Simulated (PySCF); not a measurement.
# Br³⁺: dipole response in dyall-av2z

How polarisable is Br³⁺ at the levels listed below?

Method: unrestricted determinants in a Gaussian basis, no spin-orbit coupling in the energies. Code: PySCF 2.14.0.

**1. The atom as given**

| Quantity | Value |
| --- | --- |
| Element | bromine (Z = 35) |
| Basis | dyall-av2z (16s12p8d, 92 functions) |
| Hamiltonian | no relativity, point nucleus |
| State 1 | Br³⁺: [Ar] 3d10 4s2 4p2, high-spin 3P determinant |
| Methods | UHF, PBE, PBE0, BP86, B97-3 |

Outer shells as boxes (Hund's rule):

Br3+ [Ar] 3d10 4s2 4p2
```
[Ar] core
3d [↑↓][↑↓][↑↓][↑↓][↑↓]
4s [↑↓]
4p [↑ ][↑ ][  ]
```

One driver process ran all states and methods and kept the integrals in memory. Each run is shown as a PySCF script that sums up its settings (the driver passes frozen orbitals as a list and adds second-order terms of double hybrids); the logs are those of the runs themselves. The driver starts from symmetry-adapted Hartree-Fock orbitals, holds the occupation by maximum overlap and uses a logarithmic radial grid for functionals, so a plain start would take other cycles.

The integrals over 92 functions and the set-up took 0.21 s of CPU time.

**2. Br³⁺: the ladder of methods**

#### UHF

The input, input.py:

```python
from pyscf import gto, scf, dft, mp, cc
import basis_set_exchange as bse
mol = gto.M(atom="Br 0 0 0", charge=3, spin=2, symmetry="D2h",
            basis=gto.basis.parse(bse.get_basis("dyall-av2z", elements=["Br"], fmt="nwchem")))
mf = scf.UHF(mol)
mf.irrep_nelec = {'Ag': (6, 6), 'B1g': (1, 1), 'B2g': (1, 1), 'B3g': (1, 1), 'B1u': (3, 2), 'B2u': (3, 2), 'B3u': (2, 2)}
mf.kernel()
```

Standard output:

```text
damping factor = 0
level_shift factor = 0
DIIS = <class 'pyscf.scf.diis.CDIIS'>
diis_start_cycle = 1
diis_space = 10
diis_damp = 0
SCF conv_tol = 1e-09
SCF conv_tol_grad = None
number electrons alpha = 17  beta = 15
cycle= 1 E= -2570.00718707435  delta_E= -0.00399  |g|= 0.0242  |ddm|= 0.0645
cycle= 2 E= -2570.00757469057  delta_E= -0.000388  |g|= 0.00764  |ddm|= 0.02
cycle= 3 E= -2570.00761810019  delta_E= -4.34e-05  |g|= 0.00025  |ddm|= 0.00921
cycle= 4 E= -2570.00761812331  delta_E= -2.31e-08  |g|= 9.8e-05  |ddm|= 0.000287
cycle= 5 E= -2570.00761812409  delta_E= -7.84e-10  |g|= 1.08e-05  |ddm|= 4.43e-05
converged SCF energy = -2570.00761812409  <S^2> = 2.0072644  2S+1 = 3.0048391
```

CPU time 13 s on a shared host, the integrals not counted.

The occupied shells:

| shell | electrons | mean orbital energy (eV) | spread (eV) | rms radius (bohr) |
| --- | --- | --- | --- | --- |
| 1s α | 1 | -13374.3 | 0 | 0.0505 |
| 1s β | 1 | -13374.0 | 0 | 0.0505 |
| 2s α | 1 | -1812.8 | 0 | 0.210 |
| 2s β | 1 | -1812.6 | 0 | 0.210 |
| 2p α | 3 | -1632.0 | 0.127 | 0.185 |
| 2p β | 3 | -1631.6 | 0.305 | 0.185 |
| 3s α | 1 | -307.02 | 0 | 0.598 |
| 3s β | 1 | -306.40 | 0 | 0.598 |
| 3p α | 3 | -241.83 | 0.137 | 0.612 |
| 3p β | 3 | -240.99 | 0.901 | 0.612 |
| 3d α | 5 | -125.85 | 0.468 | 0.644 |
| 3d β | 5 | -125.42 | 0.856 | 0.644 |
| 4s α | 1 | -62.312 | 0 | 1.70 |
| 4s β | 1 | -55.617 | 0 | 1.70 |
| 4p α | 2 | -46.454 | 0 | 1.91 |

⟨S²⟩ = 2.007, ⟨L²⟩ = 2.02.

The driver then solved the coupled dipole response at imaginary frequencies: mean α = 6.542 bohr³ (xx, yy, zz: 6.859, 6.383, 6.383), C₆ = 24.16 au for a like pair.

#### PBE

Changes to input.py:

```diff
@@ -4,3 +4,3 @@
             basis=gto.basis.parse(bse.get_basis("dyall-av2z", elements=["Br"], fmt="nwchem")))
-mf = scf.UHF(mol)
+mf = dft.UKS(mol, xc="PBE")
 mf.irrep_nelec = {'Ag': (6, 6), 'B1g': (1, 1), 'B2g': (1, 1), 'B3g': (1, 1), 'B1u': (3, 2), 'B2u': (3, 2), 'B3u': (2, 2)}
```

Standard output:

```text
damping factor = 0
level_shift factor = 0
DIIS = <class 'pyscf.scf.diis.CDIIS'>
diis_start_cycle = 1
diis_space = 10
diis_damp = 0
SCF conv_tol = 1e-09
SCF conv_tol_grad = None
number electrons alpha = 17  beta = 15
XC functionals = PBE
    J. P. Perdew, K. Burke, and M. Ernzerhof.,  Phys. Rev. Lett. 77, 3865 (1996)
    J. P. Perdew, K. Burke, and M. Ernzerhof.,  Phys. Rev. Lett. 78, 1396 (1997)
    J. P. Perdew, K. Burke, and M. Ernzerhof.,  Phys. Rev. Lett. 77, 3865 (1996)
    J. P. Perdew, K. Burke, and M. Ernzerhof.,  Phys. Rev. Lett. 78, 1396 (1997)
cycle= 1 E= -2571.24651619965  delta_E= -0.0241  |g|= 0.0781  |ddm|= 0.181
cycle= 2 E= -2571.24654574878  delta_E= -2.95e-05  |g|= 0.0854  |ddm|= 0.0323
cycle= 3 E= -2571.24698972942  delta_E= -0.000444  |g|= 0.00333  |ddm|= 0.0156
cycle= 4 E= -2571.2469904699  delta_E= -7.4e-07  |g|= 0.000115  |ddm|= 0.000886
cycle= 5 E= -2571.24699047154  delta_E= -1.64e-09  |g|= 7.55e-06  |ddm|= 7.96e-05
cycle= 6 E= -2571.24699047157  delta_E= -2.46e-11  |g|= 1.78e-06  |ddm|= 1.05e-05
converged SCF energy = -2571.24699047157  <S^2> = 2.001363  2S+1 = 3.0009085
```

It used 11 s of CPU time after the integrals (shared host).

The driver then solved the coupled dipole response at imaginary frequencies: mean α = 6.214 bohr³ (xx, yy, zz: 6.448, 6.097, 6.097), C₆ = 22.56 au for a like pair.

#### PBE0

Changes to input.py:

```diff
@@ -4,3 +4,3 @@
             basis=gto.basis.parse(bse.get_basis("dyall-av2z", elements=["Br"], fmt="nwchem")))
-mf = dft.UKS(mol, xc="PBE")
+mf = dft.UKS(mol, xc="PBE0")
 mf.irrep_nelec = {'Ag': (6, 6), 'B1g': (1, 1), 'B2g': (1, 1), 'B3g': (1, 1), 'B1u': (3, 2), 'B2u': (3, 2), 'B3u': (2, 2)}
```

Standard output:

```text
damping factor = 0
level_shift factor = 0
DIIS = <class 'pyscf.scf.diis.CDIIS'>
diis_start_cycle = 1
diis_space = 10
diis_damp = 0
SCF conv_tol = 1e-09
SCF conv_tol_grad = None
number electrons alpha = 17  beta = 15
XC functionals = PBE0
    C. Adamo and V. Barone.,  J. Chem. Phys. 110, 6158 (1999)
    M. Ernzerhof and G. E. Scuseria.,  J. Chem. Phys. 110, 5029 (1999)
cycle= 1 E= -2571.326464557  delta_E= -0.0141  |g|= 0.0424  |ddm|= 0.143
cycle= 2 E= -2571.32653633952  delta_E= -7.18e-05  |g|= 0.0377  |ddm|= 0.0229
cycle= 3 E= -2571.32662194361  delta_E= -8.56e-05  |g|= 0.00161  |ddm|= 0.00701
cycle= 4 E= -2571.32662226372  delta_E= -3.2e-07  |g|= 0.000271  |ddm|= 0.000688
cycle= 5 E= -2571.32662228133  delta_E= -1.76e-08  |g|= 1.72e-05  |ddm|= 0.000173
cycle= 6 E= -2571.32662228149  delta_E= -1.6e-10  |g|= 7.01e-07  |ddm|= 1.98e-05
converged SCF energy = -2571.32662228149  <S^2> = 2.0023048  2S+1 = 3.0015362
```

CPU time 22 s on a shared host, the integrals not counted.

The driver then solved the coupled dipole response at imaginary frequencies: mean α = 6.273 bohr³ (xx, yy, zz: 6.541, 6.139, 6.139), C₆ = 22.85 au for a like pair.

#### BP86

Changes to input.py:

```diff
@@ -4,3 +4,3 @@
             basis=gto.basis.parse(bse.get_basis("dyall-av2z", elements=["Br"], fmt="nwchem")))
-mf = dft.UKS(mol, xc="PBE0")
+mf = dft.UKS(mol, xc="B88,P86")
 mf.irrep_nelec = {'Ag': (6, 6), 'B1g': (1, 1), 'B2g': (1, 1), 'B3g': (1, 1), 'B1u': (3, 2), 'B2u': (3, 2), 'B3u': (2, 2)}
```

Standard output:

```text
damping factor = 0
level_shift factor = 0
DIIS = <class 'pyscf.scf.diis.CDIIS'>
diis_start_cycle = 1
diis_space = 10
diis_damp = 0
SCF conv_tol = 1e-09
SCF conv_tol_grad = None
number electrons alpha = 17  beta = 15
XC functionals = B88,P86
    A. D. Becke.,  Phys. Rev. A 38, 3098 (1988)
    J. P. Perdew.,  Phys. Rev. B 33, 8822 (1986)
cycle= 1 E= -2571.8922631067  delta_E= -0.0257  |g|= 0.0695  |ddm|= 0.189
cycle= 2 E= -2571.89230127401  delta_E= -3.82e-05  |g|= 0.0735  |ddm|= 0.0288
cycle= 3 E= -2571.89263556258  delta_E= -0.000334  |g|= 0.00297  |ddm|= 0.0138
cycle= 4 E= -2571.89263586571  delta_E= -3.03e-07  |g|= 8.75e-05  |ddm|= 0.000698
cycle= 5 E= -2571.89263586719  delta_E= -1.48e-09  |g|= 8.52e-06  |ddm|= 7.94e-05
cycle= 6 E= -2571.89263586722  delta_E= -3.05e-11  |g|= 1.81e-06  |ddm|= 1.05e-05
converged SCF energy = -2571.89263586722  <S^2> = 2.0012464  2S+1 = 3.0008308
```

CPU time 14 s on a shared host, the integrals not counted.

The driver then solved the coupled dipole response at imaginary frequencies: mean α = 6.200 bohr³ (xx, yy, zz: 6.406, 6.097, 6.097), C₆ = 22.47 au for a like pair.

#### B97-3

Changes to input.py:

```diff
@@ -4,3 +4,3 @@
             basis=gto.basis.parse(bse.get_basis("dyall-av2z", elements=["Br"], fmt="nwchem")))
-mf = dft.UKS(mol, xc="B88,P86")
+mf = dft.UKS(mol, xc="HYB_GGA_XC_B97_3")
 mf.irrep_nelec = {'Ag': (6, 6), 'B1g': (1, 1), 'B2g': (1, 1), 'B3g': (1, 1), 'B1u': (3, 2), 'B2u': (3, 2), 'B3u': (2, 2)}
```

Standard output:

```text
damping factor = 0
level_shift factor = 0
DIIS = <class 'pyscf.scf.diis.CDIIS'>
diis_start_cycle = 1
diis_space = 10
diis_damp = 0
SCF conv_tol = 1e-09
SCF conv_tol_grad = None
number electrons alpha = 17  beta = 15
XC functionals = HYB_GGA_XC_B97_3
    T. W. Keal and D. J. Tozer.,  J. Chem. Phys. 123, 121103 (2005)
cycle= 1 E= -2571.41086015487  delta_E= -0.0135  |g|= 0.0276  |ddm|= 0.109
cycle= 2 E= -2571.41091609232  delta_E= -5.59e-05  |g|= 0.0195  |ddm|= 0.0178
cycle= 3 E= -2571.41093996989  delta_E= -2.39e-05  |g|= 0.00369  |ddm|= 0.00465
cycle= 4 E= -2571.41094069869  delta_E= -7.29e-07  |g|= 0.000268  |ddm|= 0.000811
cycle= 5 E= -2571.41094071118  delta_E= -1.25e-08  |g|= 1.51e-05  |ddm|= 0.000172
cycle= 6 E= -2571.4109407113  delta_E= -1.21e-10  |g|= 8.57e-07  |ddm|= 2.09e-05
converged SCF energy = -2571.4109407113  <S^2> = 2.0023134  2S+1 = 3.0015419
```

It used 26 s of CPU time after the integrals (shared host).

The driver then solved the coupled dipole response at imaginary frequencies: mean α = 6.258 bohr³ (xx, yy, zz: 6.517, 6.128, 6.128), C₆ = 22.81 au for a like pair.

Radial density 4πr²ρ of Br³⁺ at UHF:

| r (bohr) | density | spin density |
| --- | --- | --- |
| 0.000658 | 0.154 | 0.000 |
| 0.00111 | 0.422 | 0.000 |
| 0.00186 | 1.13 | 0.000 |
| 0.00313 | 2.93 | 0.000 |
| 0.00527 | 7.14 | 0.000 |
| 0.00886 | 15.7 | 0.000 |
| 0.0149 | 29.2 | 0.002 |
| 0.0251 | 41.4 | 0.008 |
| 0.0422 | 40.2 | 0.035 |
| 0.0709 | 35.8 | 0.098 |
| 0.119 | 49.7 | 0.109 |
| 0.201 | 39.3 | -0.017 |
| 0.338 | 30.0 | 0.221 |
| 0.568 | 30.6 | 0.094 |
| 0.955 | 8.01 | 0.408 |
| 1.61 | 3.25 | 1.481 |
| 2.70 | 0.533 | 0.324 |
| 4.55 | 0.0104 | 0.009 |
| 7.65 | 0.000198 | 0.000 |

**3. Polarisabilities and C₆**

Br³⁺, in atomic units:

| method | mean α | C₆ (like pair) | S(−4) |
| --- | --- | --- | --- |
| UHF | 6.542 | 24.16 | 13.15 |
| PBE | 6.214 | 22.56 | 11.03 |
| PBE0 | 6.273 | 22.85 | 11.37 |
| BP86 | 6.200 | 22.47 | 11.01 |
| B97-3 | 6.258 | 22.81 | 11.22 |

α(iu) at B97-3:

| u (hartree) | α(iu) (bohr³) |
| --- | --- |
| 0 | 6.258 |
| 0.0500 | 6.230 |
| 0.100 | 6.148 |
| 0.200 | 5.843 |
| 0.300 | 5.402 |
| 0.500 | 4.373 |
| 0.750 | 3.212 |
| 1.00 | 2.360 |
| 1.50 | 1.364 |
| 2.00 | 0.8730 |
| 3.00 | 0.4458 |
| 5.00 | 0.1877 |

**4. What came out**

| quantity | value |
| --- | --- |
| α of Br³⁺ | 6.200 (BP86) to 6.542 (UHF) bohr³ |

In words: A single London oscillator with the computed α and C₆ of Br³⁺ at UHF would have ω = 4 C₆ / (3 α²) = 0.753 hartree. The basis is finite, and no extrapolation was made.
